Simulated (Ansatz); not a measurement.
Working through an atomisation energy of C3H5N, SMILES C#CNC

With the Ansatz DFT code, driven from Python.

Input file `c3h5n.xyz`:
```text
9

C    -0.60250    0.58530   -2.05790
C    -0.01690    0.41540   -1.07790
N     0.73870    0.16380    0.11750
C     0.16370   -0.60600    1.14490
H    -1.21070    0.80780   -2.97260
H     1.19120    1.01790    0.52510
H     0.80110   -0.81050    1.98300
H    -0.20260   -1.56290    0.74030
H    -0.77350   -0.05700    1.58050
```

Notebook, run cell by cell (the value of a cell's last expression is shown):

**Cell 1**
```python
from collections import Counter

import ansatz as az
```

**Cell 2**
```python
BASIS = "pcseg-2"
FUNCTIONAL = "PBE"
```

**Cell 3**
```python
def total_energy(molecule, charge=0, unpaired=0):
    calc = (
        molecule.calculation()
        .basis(gaussian=BASIS)
        .functional(FUNCTIONAL)
    )
    if charge:
        calc = calc.charge(charge)
    if unpaired:
        calc = calc.spin("collinear", total=unpaired)
    report = calc.run().report
    if report["published_state_doubts"]:
        print("  doubts:", report["published_state_doubts"])
    return report["free_energy_ev"]
```

**Cell 4**
```python
c3h5n = az.Crystal.molecule_from_extxyz("c3h5n.xyz")
```

**Cell 5**
```python
# Hund ground states
unpaired = {"C": 2, "N": 3, "H": 1}
counts = Counter(site.symbol for site in c3h5n.cartesian_sites)
atom_energy = {s: total_energy(az.Crystal.molecule().atom(s, (0, 0, 0)), 0, unpaired[s]) for s in counts}
whole = total_energy(c3h5n, 0, 0)
for s, e in atom_energy.items():
    print(f"{s:2s} x{counts[s]}  {e:14.5f} eV")
print(f"C3H5N: {whole:.5f} eV")
split = sum(counts[s] * e for s, e in atom_energy.items()) - whole
print(f"atomisation energy (no zero-point term): {96.485332 * split:.1f} kJ/mol, {split / sum(counts.values()):.3f} eV an atom")
```
Output:
```text
C  x3     -1028.48099 eV
N  x1     -1483.89080 eV
H  x5       -13.60312 eV
C3H5N: -4675.31280 eV
atomisation energy (no zero-point term): 3662.9 kJ/mol, 4.218 eV an atom
```

3662.9 kJ/mol from the electronic energies, without the zero-point term.

Total energies depend on the basis set; only differences at equal settings carry meaning. The geometry is a force-field or estimated start, not a minimum of this method, and the basis set is short of its limit. All parts are taken at fixed geometry, without zero-point energy. This functional overbinds, so such energies come out a few per cent too high (LDA far more). Hardware and time: 4.1 s on 1 thread of Arm Neoverse V2 (shared host), peak memory 0.24 GiB.
